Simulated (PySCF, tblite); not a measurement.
# C₄H₄ClF₂N: dynamics, then NMR shifts on frames, part 2 of 2

tblite 0.8.0 and PySCF 2.14.0. Atoms count from 0.

## (5) Nuclear shieldings: 625 fs, PBE0/pcSseg-1

What the job is given:

```
{"job": {"kind": "nmr", "xc": "PBE0", "basis": "pcSseg-1", "pop": false}, "charge": 0, "multiplicity": 1}
N     -1.741400     1.947700     1.626200
C     -1.334100     1.023600     1.084300
C     -0.936600     0.023800     0.153000
F     -1.920000     0.063600    -0.901100
C      0.501200     0.014600    -0.540100
F      0.931200    -1.258900    -0.497100
C     -1.144100    -1.241200     1.056600
Cl    -2.801600    -1.683600     1.542700
H      1.264800     0.814800    -0.240200
H      0.052900     0.291900    -1.511700
H     -0.694400    -2.076800     0.579900
H     -0.731800    -1.262100     2.049500
```

Method: GIAO PBE0/pcSseg-1 NMR shielding, non-relativistic, gas phase.

What it wrote:

```text
coarse grid: 11688 points
cycle   1  E = -868.5499343420  dE =  1.051e+00  |g| = 8.092e-01  |ddm| = 3.137e+00
cycle   2  E = -868.1613291811  dE =  3.886e-01  |g| = 1.638e+00  |ddm| = 1.858e+00
cycle   3  E = -868.6707510144  dE = -5.094e-01  |g| = 2.130e-01  |ddm| = 1.300e+00
cycle   4  E = -868.6777845465  dE = -7.034e-03  |g| = 1.031e-01  |ddm| = 1.845e-01
cycle   5  E = -868.6798449885  dE = -2.060e-03  |g| = 1.839e-02  |ddm| = 7.513e-02
cycle   6  E = -868.6799004580  dE = -5.547e-05  |g| = 5.758e-03  |ddm| = 1.802e-02
cycle   7  E = -868.6799056851  dE = -5.227e-06  |g| = 1.321e-03  |ddm| = 4.749e-03
final grid: 112272 points
cycle   8  E = -868.7390107329  dE = -3.790e-05  |g| = 7.637e-03  |ddm| = 2.686e-02
cycle   9  E = -868.7389989562  dE =  1.178e-05  |g| = 1.130e-02  |ddm| = 1.450e-02
cycle  10  E = -868.7390222544  dE = -2.330e-05  |g| = 1.268e-03  |ddm| = 8.612e-03
cycle  11  E = -868.7390224515  dE = -1.971e-07  |g| = 5.502e-04  |ddm| = 1.234e-03
cycle  12  E = -868.7390225028  dE = -5.131e-08  |g| = 2.232e-04  |ddm| = 4.417e-04
cycle  13  E = -868.7390225131  dE = -1.021e-08  |g| = 4.602e-05  |ddm| = 1.685e-04
cycle  14  E = -868.7390225135  dE = -4.484e-10  |g| = 1.175e-05  |ddm| = 5.477e-05
converged SCF energy = -868.7390225135

GIAO shielding tensors (ppm)
atom      isotropic    diamagn.    paramagn.     s11        s22        s33       span
  0 N      -67.128     337.425    -404.553   -229.759   -203.688    232.064    461.823
  1 C       66.559     261.223    -194.664    -52.269    -49.273    301.218    353.487
  2 C       93.317     239.068    -145.751     53.168     88.070    138.714     85.546
  3 F      290.082     470.713    -180.631    161.034    320.937    388.276    227.243
  4 C       91.923     240.358    -148.436     71.547     79.310    124.911     53.364
  5 F      422.863     470.406     -47.543    356.187    420.255    492.147    135.960
  6 C      138.201     243.074    -104.873     99.706    152.623    162.275     62.568
  7 Cl     874.014    1143.057    -269.043    730.663    796.146   1095.232    364.568
  8 H       25.216      25.960      -0.745     21.658     25.176     28.812      7.154
  9 H       25.765      27.453      -1.689     21.396     27.176     28.721      7.325
 10 H       28.033      28.743      -0.710     20.208     29.172     34.718     14.510
 11 H       27.405      28.033      -0.628     19.944     27.805     34.466     14.522
```

Run time: 13 s. Hardware: 1 thread of Arm Neoverse V2, shared host; peak memory 0.76 GiB.

Key values: δ C1 120.4, C4 95.0, C2 93.6, C6 48.7, H8 6.50, H9 5.95 ppm.

## (6) NMR shieldings: 800 fs, PBE0/pcSseg-1

What the job is given:

```
{"job": {"kind": "nmr", "xc": "PBE0", "basis": "pcSseg-1", "pop": false}, "charge": 0, "multiplicity": 1}
N     -1.023900     2.175800     1.445500
C     -0.999600     1.275000     0.759600
C     -1.004100     0.065400    -0.029900
F     -1.892600     0.210800    -1.089600
C      0.427800    -0.214500    -0.402000
F      0.430500    -1.106200    -1.452000
C     -1.576000    -1.168500     0.873400
Cl    -3.301000    -1.196200     0.732800
H      0.932400    -0.738100     0.472200
H      0.989100     0.672300    -0.754900
H     -1.245300    -2.168500     0.644000
H     -1.222300    -0.970900     1.926400
```

Level: GIAO PBE0/pcSseg-1 NMR shielding, non-relativistic, gas phase.

What it wrote:

```text
coarse grid: 11688 points
cycle   1  E = -868.5733990537  dE =  1.077e+00  |g| = 8.116e-01  |ddm| = 3.133e+00
cycle   2  E = -868.2187754878  dE =  3.546e-01  |g| = 1.600e+00  |ddm| = 1.868e+00
cycle   3  E = -868.6946081547  dE = -4.758e-01  |g| = 1.922e-01  |ddm| = 1.269e+00
cycle   4  E = -868.7000915641  dE = -5.483e-03  |g| = 1.010e-01  |ddm| = 1.779e-01
cycle   5  E = -868.7020743766  dE = -1.983e-03  |g| = 1.494e-02  |ddm| = 7.095e-02
cycle   6  E = -868.7021137305  dE = -3.935e-05  |g| = 4.284e-03  |ddm| = 1.508e-02
cycle   7  E = -868.7021164744  dE = -2.744e-06  |g| = 1.186e-03  |ddm| = 4.034e-03
final grid: 112272 points
cycle   8  E = -868.7624804996  dE = -4.228e-05  |g| = 7.453e-03  |ddm| = 2.748e-02
cycle   9  E = -868.7624707016  dE =  9.798e-06  |g| = 1.072e-02  |ddm| = 1.331e-02
cycle  10  E = -868.7624910689  dE = -2.037e-05  |g| = 1.118e-03  |ddm| = 7.690e-03
cycle  11  E = -868.7624912277  dE = -1.587e-07  |g| = 4.566e-04  |ddm| = 1.205e-03
cycle  12  E = -868.7624912600  dE = -3.236e-08  |g| = 2.143e-04  |ddm| = 3.809e-04
cycle  13  E = -868.7624912696  dE = -9.539e-09  |g| = 3.832e-05  |ddm| = 1.591e-04
cycle  14  E = -868.7624912699  dE = -2.985e-10  |g| = 1.117e-05  |ddm| = 4.118e-05
converged SCF energy = -868.7624912699

GIAO shielding tensors (ppm)
atom      isotropic    diamagn.    paramagn.     s11        s22        s33       span
  0 N      -47.675     338.345    -386.020   -218.284   -196.929    272.188    490.472
  1 C       67.914     262.460    -194.546    -50.751    -41.813    296.306    347.057
  2 C      101.002     240.771    -139.770     72.815     93.863    136.326     63.511
  3 F      355.946     468.583    -112.637    333.712    355.899    378.227     44.514
  4 C       99.012     240.968    -141.956     73.792     81.380    141.865     68.072
  5 F      424.224     470.136     -45.913    392.053    426.149    454.470     62.417
  6 C      124.378     245.041    -120.663     88.073    128.884    156.176     68.103
  7 Cl     881.366    1143.305    -261.939    742.797    856.155   1045.146    302.349
  8 H       26.324      28.021      -1.696     23.210     26.579     29.184      5.974
  9 H       26.053      27.797      -1.744     21.475     26.946     29.737      8.262
 10 H       27.184      28.128      -0.944     21.313     27.090     33.149     11.836
 11 H       27.454      26.806       0.648     23.336     26.735     32.290      8.954
```

Run time: 13 s. Hardware: 1 thread of Arm Neoverse V2, shared host; peak memory 0.76 GiB.

Key values: δ C1 119.0, C4 87.9, C2 85.9, C6 62.5, H9 5.66, H8 5.39 ppm.

## (7) Nuclear shieldings: 1000 fs, PBE0/pcSseg-1

What the job is given:

```
{"job": {"kind": "nmr", "xc": "PBE0", "basis": "pcSseg-1", "pop": false}, "charge": 0, "multiplicity": 1}
N     -1.660100     1.098300     2.250100
C     -1.160800     0.533800     1.363300
C     -0.753000    -0.073800     0.078700
F     -1.153000     0.750100    -0.923400
C      0.746200    -0.568700     0.053300
F      0.871300    -1.585800    -0.894900
C     -1.525300    -1.418900     0.101800
Cl    -3.180000    -1.135200     0.564000
H      1.090400    -0.814100     1.030700
H      1.410600     0.215400    -0.215900
H     -1.467900    -1.885700    -0.901500
H     -0.928000    -2.028100     0.763800
```

Level: GIAO PBE0/pcSseg-1 NMR shielding, non-relativistic, gas phase.

What it wrote:

```text
coarse grid: 11688 points
cycle   1  E = -868.5749536800  dE =  1.081e+00  |g| = 7.940e-01  |ddm| = 3.152e+00
cycle   2  E = -868.1838321621  dE =  3.911e-01  |g| = 1.622e+00  |ddm| = 1.758e+00
cycle   3  E = -868.6871448712  dE = -5.033e-01  |g| = 2.408e-01  |ddm| = 1.242e+00
cycle   4  E = -868.6970168431  dE = -9.872e-03  |g| = 9.533e-02  |ddm| = 1.921e-01
cycle   5  E = -868.6987744535  dE = -1.758e-03  |g| = 1.387e-02  |ddm| = 6.684e-02
cycle   6  E = -868.6988092828  dE = -3.483e-05  |g| = 3.942e-03  |ddm| = 1.492e-02
cycle   7  E = -868.6988123934  dE = -3.111e-06  |g| = 8.810e-04  |ddm| = 3.899e-03
final grid: 112272 points
cycle   8  E = -868.7586712123  dE = -4.699e-05  |g| = 7.633e-03  |ddm| = 2.963e-02
cycle   9  E = -868.7586627804  dE =  8.432e-06  |g| = 1.039e-02  |ddm| = 1.262e-02
cycle  10  E = -868.7586828414  dE = -2.006e-05  |g| = 1.347e-03  |ddm| = 7.426e-03
cycle  11  E = -868.7586830603  dE = -2.189e-07  |g| = 5.972e-04  |ddm| = 1.315e-03
cycle  12  E = -868.7586831214  dE = -6.108e-08  |g| = 2.487e-04  |ddm| = 4.745e-04
cycle  13  E = -868.7586831342  dE = -1.277e-08  |g| = 4.082e-05  |ddm| = 1.726e-04
cycle  14  E = -868.7586831345  dE = -3.345e-10  |g| = 1.186e-05  |ddm| = 4.790e-05
converged SCF energy = -868.7586831345

GIAO shielding tensors (ppm)
atom      isotropic    diamagn.    paramagn.     s11        s22        s33       span
  0 N      -80.664     336.613    -417.278   -247.867   -233.120    238.994    486.861
  1 C       64.156     261.508    -197.353    -55.068    -49.876    297.411    352.479
  2 C       90.120     234.725    -144.605     69.851     89.946    110.562     40.712
  3 F      368.033     471.675    -103.642    338.600    365.297    400.201     61.601
  4 C       96.567     244.010    -147.443     70.580     77.112    142.008     71.428
  5 F      427.159     470.865     -43.706    384.650    415.798    481.029     96.379
  6 C      132.050     248.655    -116.605    114.679    131.384    150.086     35.406
  7 Cl     872.052    1144.010    -271.958    735.603    830.910   1049.643    314.040
  8 H       27.552      29.180      -1.628     23.913     28.254     30.490      6.577
  9 H       27.120      29.204      -2.084     23.162     27.393     30.804      7.642
 10 H       26.942      27.485      -0.543     20.569     27.282     32.974     12.405
 11 H       28.649      27.908       0.741     22.933     29.015     33.998     11.065
```

Run time: 13 s. Hardware: 1 thread of Arm Neoverse V2, shared host; peak memory 0.76 GiB.

This run: δ C1 122.8, C2 96.8, C4 90.4, C6 54.9, H10 4.78, H9 4.60 ppm.

## (8) Run by run: NMR shifts

Shifts (ppm) of some atoms, chosen among heavy atoms and hydrogens apart, with basis size and wall time:

```
  frame     C2    C6   H11    H8     N0      F3  Cl7  functions  time
 250 fs   98.3  53.4  5.39  4.24  311.1  -159.7  121        163  18 s
 425 fs  104.0  45.1  5.15  3.88  331.0  -150.6  180        163  14 s
 625 fs   93.6  48.7  4.31  6.50  334.9  -119.1   76        163  13 s
 800 fs   85.9  62.5  4.26  5.39  315.4  -185.0   68        163  13 s
1000 fs   96.8  54.9  3.07  4.16  348.4  -197.1   78        163  13 s
```

## (9) Results

What follows sums up all 2 parts.

```
                                        quantity                        value
                                      thermostat                        600 K
                   mean temperature, second half                        588 K
         mean potential energy above the minimum                      0.77 eV
  ¹³C shifts against TMS (PBE0/pcSseg-1, 250 fs)  117.8, 98.3, 83.8, 53.4 ppm
   ¹H shifts against TMS (PBE0/pcSseg-1, 250 fs)   5.39, 5.04, 4.69, 4.24 ppm
  ¹⁵N shifts against NH3 (PBE0/pcSseg-1, 250 fs)                    311.1 ppm
¹⁹F shifts against CFCl3 (PBE0/pcSseg-1, 250 fs)           -159.7, -247.4 ppm
 ³⁵Cl shifts against HCl (PBE0/pcSseg-1, 250 fs)                      121 ppm
           surface potential, 1st and 99th percentile           -1.40 V and 1.64 V
                       range of the shift of Cl7                68 to 180 ppm
```

**Reading.** In the second half the potential energy averages 0.77 eV above the minimum; equipartition over 30 harmonic modes at 600 K would give 0.78 eV. With 12 atoms the temperature swings widely (294 to 851 K). Shifts at one fixed geometry are not the observed spectrum, which averages over the motion. In the first frame run (250 fs): Shielding is most anisotropic at N0 (span 487 ppm, paramagnetic term -382 ppm). At PBE0/pcSseg-1, counted by nearest atom on the grid, the HOMO lies on Cl7 82 %; H11 7 %, the LUMO on Cl7 17 %; N0 15 %. In ppm, Cl7 moves most: its shift spreads over 112 ppm, from 68 (800 fs) to 180 (425 fs).
